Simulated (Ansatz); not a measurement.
Working through an atomisation energy of CH₇As₂B, SMILES CB([AsH2])[AsH2]

Computed with Ansatz 0.2.0 through its Python package.

Run as a notebook:

In [1]:
```python
from collections import Counter

import ansatz as az
```

In [2]:
```python
def total_energy(molecule, charge=0, unpaired=0):
    calc = (
        molecule.calculation()
        .basis(gaussian='def2-SVP')
        .correlation('MP2')
    )
    if charge:
        calc = calc.charge(charge)
    if unpaired:
        calc = calc.spin('collinear', total=unpaired)
    return calc.run(threads=1, backend='cpu').report['free_energy_ev']
```

In [3]:
```python
ch7as2b = (
    az.Crystal.molecule()
    .atom('C', (-0.7211, 1.3321, 0.1255))
    .atom('B', (0.1249, 0.0929, -0.1528))
    .atom('As', (0.8597, -0.9612, 1.4032))
    .atom('As', (0.6032, -0.4873, -2.0662))
    .atom('H', (-0.1833, 2.1168, 0.6716))
    .atom('H', (-1.0875, 1.84, -0.852))
    .atom('H', (-1.6411, 1.0862, 0.6988))
    .atom('H', (-0.0421, -2.1398, 1.1424))
    .atom('H', (-0.0717, -0.2692, 2.4842))
    .atom('H', (2.0516, -0.681, -1.7229))
    .atom('H', (0.1727, -1.9863, -1.7112))
)

# unpaired electrons of the ground-state atoms
unpaired = {'C': 2, 'B': 1, 'As': 3, 'H': 1}
counts = Counter(site.symbol for site in ch7as2b.cartesian_sites)
atom_energy = {s: total_energy(az.Crystal.molecule().atom(s, (0, 0, 0)), 0, unpaired[s]) for s in counts}
whole = total_energy(ch7as2b, 0, 0)
for s, e in atom_energy.items():
    print(f'{s:2s} x{counts[s]}  {e:14.5f} eV')
print(f'CH7As2B: {whole:.5f} eV')
split = sum(counts[s] * e for s, e in atom_energy.items()) - whole
print(f'atomisation energy (no zero-point term): {23.060548 * split:.1f} kcal/mol, {split / sum(counts.values()):.3f} eV an atom')
```
```text
C  x1     -1025.74186 eV
B  x1      -667.67019 eV
As x2    -60792.80703 eV
H  x7       -13.58606 eV
CH7As2B: -123406.45911 eV
atomisation energy (no zero-point term): 745.6 kcal/mol, 2.939 eV an atom
```

745.6 kcal/mol from the electronic energies, without the zero-point term.

Notes:
- Total energies depend on the basis set; only differences at equal settings carry meaning.
- The geometry is a force-field or estimated start, not a minimum of this method, and the basis set is short of its limit. All parts are taken at fixed geometry, without zero-point energy.
- In double-zeta sets correlated atomisation energies come out some 10 to 15 % low.
- Timing: 5.2 s on 1 thread of Arm Neoverse V1 (shared host), peak memory 0.33 GiB.
